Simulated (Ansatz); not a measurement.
This script makes an all-electron equation of state of LaBi, space group Fm-3m with the Python package of Ansatz (0.2.0).

`eos_lapw.py`:
```python
# -*- coding: utf-8 -*-
import ansatz as az
from ase.eos import EquationOfState
from ase.units import GPa
import numpy as np

SMEARING = "fermi_dirac"
MAX_SCF = 60
KGRID = (8, 8, 8)

vectors0 = np.array([
    [0.0, 3.2825, 3.2825],
    [3.2825, 0.0, 3.2825],
    [3.2825, 3.2825, 0.0],
])
sites = [
    ("La", (0.0, 0.0, 0.0)),
    ("Bi", (0.5, 0.5, 0.5)),
]


def on_lattice(cell):
    crystal = az.Crystal(lattice=az.Lattice.of(cell))
    for symbol, position in sites:
        crystal = crystal.atom(symbol, position)
    return crystal

volumes, energies = [], []
for scale in np.linspace(0.92, 1.08, 5):
    cell = vectors0 * scale ** (1 / 3)
    calc = (
        on_lattice(cell).calculation()
        .functional(az.Functional.PBESOL)
        .occupations(SMEARING, width=50 * az.meV)
        .scf(max_iterations=MAX_SCF)
        .kpoints(*KGRID)
        .pseudopotentials("all_electron", lapw=True)
    )
    data = calc.run(threads=1).report
    volumes.append(abs(np.linalg.det(cell)) / len(sites))
    energies.append(data["free_energy_ev"] / len(sites))
    print(f"{scale:.3f} {volumes[-1]:9.4f} A^3/atom {energies[-1]:16.5f} eV/atom  (estimated basis error {1000 * data['lapw_basis_errors']['total_ev_per_atom']:.2f} meV/atom)")
v0, e0, bulk = EquationOfState(volumes, energies, eos="birchmurnaghan").fit()
print(f"V0 = {v0:.4f} A^3/atom, B0 = {bulk / GPa:.1f} GPa")
```

From its runs, with one value withheld:

| V (Å³/atom) | F less the lowest row shown (meV/atom) |
| --- | --- |
| 32.539 | ? |
| 33.954 | 8.35 |
| 35.368 | 0.00 |
| 36.783 | 10.08 |
| 38.198 | 35.03 |

What is the missing energy at 32.539 Å³ an atom?

A third-order Birch-Murnaghan fit, E = E0 + (9 V0 B0 / 16) [(t - 1)³ B' + (t - 1)² (6 - 4t)] with t = (V0/V)^(2/3), through the 4 rows shown gives V0 = 35.252 Å³, B0 = 52.7 GPa, B' = 4.36 and E0 = -0.06 meV. At V = 32.539 Å³, t = 1.05484, and the fit extrapolates to 39.57 meV. The run gave 39.56 meV, a miss of 0.02 meV.

These settings explore the input space; cutoff and mesh may be short of convergence. The mesh is modest for a metal, so energies can be off by several to tens of meV an atom and pressures by half a GPa or more; differences at equal mesh fare better. Of the deposited cell: the entry's cell lengths or inner coordinates differ somewhat from later room-temperature determinations. Spin-orbit coupling, which matters for elements this heavy, is left out. The starting cell is as deposited in a crystallographic database; the results hold for this polymorph, which needn't be the stable one. Hardware and time: 75 s on 1 thread of Arm Neoverse V1, on a shared host, peak memory 0.45 GiB.
